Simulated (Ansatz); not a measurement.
# C2H6BNS: one species, many methods

An exercise on one series of results from a longer session: the logs are not shown, and one member is left open.

Method: functionals in def2-TZVPP, the program's frozen cores in correlated methods; program: Ansatz 0.2.0, Gaussian basis.

Plan: PBE-D4, r2SCAN-D4, PBE0-D4, B3LYP-D4, ωB97X-V, ωB97M-V, B2PLYP; CCSD(T)/def2-TZVPP; MP2/def2-QZVPP; extrapolation to the limit.

## The relaxed structure

The geometry comes from an earlier relaxation with PBE0-D4 in a triple-zeta def2 set; it is a stationary point, not always the lowest conformer.

SMILES `CNBC=S`, 11 atoms, charge 0, spin multiplicity 1.

Atoms are counted from 1 here; the program's logs count them from 0.

Bond lengths: C1–N2 1.446 Å, C1–H6 1.088 Å, C1–H7 1.093 Å, C1–H8 1.094 Å, N2–B3 1.383 Å, N2–H9 1.008 Å, B3–C4 1.564 Å, B3–H10 1.201 Å, C4–S5 1.618 Å, C4–H11 1.096 Å. Angles: N2–C1–H6 109.7°, N2–C1–H7 111.1°, N2–C1–H8 111.0°, H6–C1–H7 107.9°, H6–C1–H8 108.6°, H7–C1–H8 108.3°, C1–N2–B3 128.8°, C1–N2–H9 113.7°, B3–N2–H9 117.5°, N2–B3–C4 124.2°, N2–B3–H10 118.2°, C4–B3–H10 117.7°, B3–C4–S5 123.7°, B3–C4–H11 118.3°, S5–C4–H11 117.8°.

Set-up of the first run:

Input file in.yaml:

```yaml
crystal:
  periodic: [false, false, false]
  atoms:
    - {symbol: C, position_ang: [-1.036340, 0.271212, 1.043219]}
    - {symbol: N, position_ang: [0.212928, 0.770993, 0.514250]}
    - {symbol: B, position_ang: [0.957862, 0.292669, -0.547913]}
    - {symbol: C, position_ang: [0.566015, -0.955824, -1.403988]}
    - {symbol: S, position_ang: [0.542307, -2.467452, -0.827644]}
    - {symbol: H, position_ang: [-1.371554, -0.579022, 0.452774]}
    - {symbol: H, position_ang: [-0.920176, -0.062772, 2.077892]}
    - {symbol: H, position_ang: [-1.811077, 1.042773, 1.015612]}
    - {symbol: H, position_ang: [0.569316, 1.573589, 1.008640]}
    - {symbol: H, position_ang: [1.969635, 0.871560, -0.836705]}
    - {symbol: H, position_ang: [0.386486, -0.814624, -2.475637]}
basis:
  gaussian: {orbitals: def2-TZVPP}
hamiltonian: {xc: pbe, dispersion: d4}
output: {forces: true, orbitals: {seedname: orbitals}}
```

Command:

```
$ ansatz run in.yaml --threads 4 --pin off --events-out ev --progress --plain --max-ram 10444MiB
```

Steps of the session up to this table: PBE-D4 (GGA); r2SCAN-D4 (meta-GGA); PBE0-D4 (hybrid); B3LYP-D4 (hybrid); ωB97X-V (range-separated); ωB97M-V (range-separated); B2PLYP (double hybrid); CCSD(T) in def2-TZVPP; MP2 in def2-QZVPP.

One table of the session follows, with a row left open; its other results are not shown here.

It belongs to the step «Atomisation energies». 

| method | atomisation energy (kJ/mol) |
| --- | --- |
| PBE-D4 | 4323.5 |
| r2SCAN-D4 | 4216.0 |
| PBE0-D4 | 4235.9 |
| B3LYP-D4 | 4224.3 |
| ωB97X-V | 4211.9 |
| ωB97M-V | 4227.5 |
| B2PLYP | 4170.2 |
| HF/def2-TZVPP | 3030.5 |
| MP2/def2-TZVPP | 4148.5 |
| CCSD/def2-TZVPP | 4007.7 |
| CCSD(T)/def2-TZVPP | 4080.0 |
| MP2/CBS | 4258.7 |
| CCSD(T)/CBS | ? |

**Question.** Estimate the row for CCSD(T)/CBS.

**Answer.** atomisation energy (kJ/mol): 4190.2. In the column «atomisation energy (kJ/mol)» it lies between B2PLYP (4170.2) and ωB97X-V (4211.9).

Caveats from the session: Free atoms (2 C, 1 N, 1 B, 1 S, 6 H) were run apart at each level; the atomisation energy is their sum less the molecule, without zero-point or spin-orbit terms.
